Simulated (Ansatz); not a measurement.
# MoS2: further runs on the relaxed cell

One table from this session's results is given with a row withheld; the runs are named, their logs left out.

Computed with Ansatz 0.2.0 (DFT PBE, scalar-relativistic, plane waves, PAW, unless a step's input says otherwise).

**The system as given**

It takes space group P6_3/mmc (No. 194, hexagonal). Conventional cell: a = 3.185 Å, b = 3.185 Å, c = 14.739 Å, α = 90.00°, β = 90.00°, γ = 120.00°. Mo (site symmetry -6m2) is surrounded by 6 S at 2.41 Å. S (site symmetry 3m) is surrounded by 3 Mo at 2.41 Å.

As a file:

```
Mo S
1.0
     3.18531    0.00000    0.00000
    -1.59266    2.75856    0.00000
     0.00000    0.00000   14.73931
Mo S
2 4
Direct
  0.33333 0.66667 0.25000
  0.66667 0.33333 0.75000
  0.33333 0.66667 0.64401
  0.66667 0.33333 0.14401
  0.33333 0.66667 0.85599
  0.66667 0.33333 0.35599
```

This cell was relaxed beforehand with the same method: volume 21.59 Å³/atom, gap on the mesh 1.44 eV.

The first run:

Input file input.yaml:

```yaml
crystal:
  lattice:
    - [3.153133068, 0.0, 0.0]
    - [-1.576566534, 2.7306933384, 0.0]
    - [0.0, 0.0, 14.5904216193]
  atoms:
    - { symbol: Mo, position: [0.3333333333, 0.6666666667, 0.25] }
    - { symbol: Mo, position: [0.6666666667, 0.3333333333, 0.75] }
    - { symbol: S, position: [0.3333333333, 0.6666666667, 0.6440064111] }
    - { symbol: S, position: [0.6666666667, 0.3333333333, 0.1440064111] }
    - { symbol: S, position: [0.3333333333, 0.6666666667, 0.8559935889] }
    - { symbol: S, position: [0.6666666667, 0.3333333333, 0.3559935889] }
basis:
  ecutwfc: 420
kpoints:
  mp_grid: { grid: [12, 12, 2] }
hamiltonian:
  xc: pbe
scf:
  occupations: { method: gaussian, width: 0.02 }
output:
  forces: true
  stress: true
  eigenvalues: true
relax:
  adjacent_minimum: "off"
  f_tol: 0.01
  max_steps: 30
  cell: { stress_tol: 0.1, fix: [volume] }
```

The run is started by

```console
ansatz run input.yaml --threads 2 --pin off --max-ram 5120MiB --backend cpu --events-out ev --progress --plain --runs-dir out
```

Steps of the session up to this table: Volume × 0.97; Point at V/V0 = 1.03; The cell scaled to 0.94 of its volume; The cell scaled to 1.06 of its volume.

One table of the session follows, with a row left open; its other results are not shown here.

It belongs to the step «Equation of state». 

```
volume (Å³/atom)  energy above the lowest point (meV/atom)  pressure (GPa)  gap on the mesh (eV)
          20.290                                       0.7            0.21                  1.33
          20.938                                         ?               ?                     ?
          21.585                                       0.0            0.01                  1.44
          22.233                                       0.1            0.00                  1.48
          22.881                                       0.2           -0.02                  1.52
```

Q: Estimate the row for volume (Å³/atom) = 20.938 from the others.

Worked estimate for «energy above the lowest point (meV/atom)». A straight line through the neighbours (20.290, 0.7) and (21.585, 0.0) gives 0.7 + (0.0 − 0.7) × (20.938 − 20.290) / (21.585 − 20.290) = 0.3; a parabola fitted to 3 rows on both sides gives 0.2.

**Answer.** energy above the lowest point (meV/atom): 0.2; pressure (GPa): 0.07; gap on the mesh (eV): 1.39. In «energy above the lowest point (meV/atom)» the line misses by +0.1 and the parabola by 0.0.

To keep in mind: Layers here are held mostly by dispersion, which this level lacks, so their spacing and the stiffness across them are unreliable there.
